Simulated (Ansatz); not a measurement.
# BeMg− (doublet): wave-function methods side by side at distance Be1–Mg2 = 9.317 Å, aug-cc-pVDZ

Aim: climb from Hartree-Fock through coupled cluster and multireference methods for BeMg− (doublet) at one geometry and basis, and see what each rung misses.

The runs use Ansatz 0.2.0, Gaussian basis; aug-cc-pVDZ, core rule «outside noble gas», up to 6 orbitals frozen.

Plan: UHF; CCSD(T) on ROHF; CCSD(T) on UHF; BCCD(T) on ROHF; CISD; CCSDT(Q) on ROHF; CCSDT(Q) on UHF; CASSCF and MRCISD+Q, 3 electrons in 3 orbitals; CASSCF and NEVPT2, 3 electrons in 3 orbitals; CASSCF and MRCISD+Q, 5 electrons in 8 orbitals; CASSCF and NEVPT2, 5 electrons in 8 orbitals; Full CI.

22 further runs of the same task are left out: 2 for a known fault of the program, 19 that didn't finish, 1 set aside as unsound or not needed.

### 1 The geometry

The geometry derives from a PBE0/def2-TZVPD stationary point (not a proven minimum). One bond is set to the value named and the two fragments are kept rigid.

2 atoms, charge -1, spin multiplicity 2.

Atoms are counted from 1 here; the program's logs count them from 0.

No contacts short enough for the rule that draws bonds.

### 2 UHF

in.yaml reads:

```yaml
crystal:
  periodic: [false, false, false]
  atoms:
    - {symbol: Be, position_ang: [0.000000, 0.000000, 0.000000]}
    - {symbol: Mg, position_ang: [0.000000, 0.000000, 9.317000]}
basis:
  gaussian: {orbitals: aug-cc-pVDZ}
total_charge: -1
magnetization: {spin_polarized: true, initial_magnetization: 1}
hamiltonian: {xc: hf}
output: {orbitals: {seedname: orbitals}}
```

On the command line:

```bash
$ ansatz run in.yaml --threads 1 --pin off --events-out ev --progress --plain --max-ram 2393MiB
```

After this run come: CCSD(T) on ROHF; CCSD(T) on UHF; BCCD(T) on ROHF; CISD; CCSDT(Q) on ROHF; CCSDT(Q) on UHF; CASSCF and MRCISD+Q, 3 electrons in 3 orbitals; CASSCF and NEVPT2, 3 electrons in 3 orbitals; CASSCF and MRCISD+Q, 5 electrons in 8 orbitals; CASSCF and NEVPT2, 5 electrons in 8 orbitals; Full CI.

Q: Predict the results of all the runs planned. Wanted: FCI below the RHF energy; RMP2 from FCI; UMP2 from FCI; RCCSD from FCI; RCCSD(T) from FCI; UCCSD(T) from FCI; RCCSDT(Q) from FCI; UCCSDT(Q) from FCI; NEVPT2 pair from FCI.

**Answer**, as computed:

| quantity | value |
| --- | --- |
| FCI below the RHF energy | -2.3071 eV |
| RMP2 from FCI | +890.7 meV |
| UMP2 from FCI | +973.1 meV |
| RCCSD from FCI | +48.6 meV |
| RCCSD(T) from FCI | +18.7 meV |
| UCCSD(T) from FCI | +18.0 meV |
| RCCSDT(Q) from FCI | +0.3 meV |
| UCCSDT(Q) from FCI | +0.4 meV |
| NEVPT2 pair from FCI | +837.5 meV |
| NEVPT2 valence from FCI | +284.0 meV |
| MRCISD+Q valence from FCI | +1.1 meV |
| levels within 1 kcal/mol (43 meV) | RCCSD(T), UCCSD(T), BCCD(T), RCCSDT, UCCSDT, RCCSDT(Q), UCCSDT(Q), MRCISD+Q valence |
| T1 diagnostic | 0.052 |
| effectively unpaired electrons | 1.26 |

RCCSD(T) lands +18.7 meV from the yardstick (0.8 % of the correlation energy). The occupations show some static correlation. Of the multireference levels listed MRCISD+Q valence comes nearest in total energy (+1.1 meV), which doesn't show that its space is the better one. These misses are within one basis, not against nature; the frozen cores of restricted and unrestricted runs differ, which can shift their rows. The highest orbital lies above zero: the basis alone holds the extra electron.
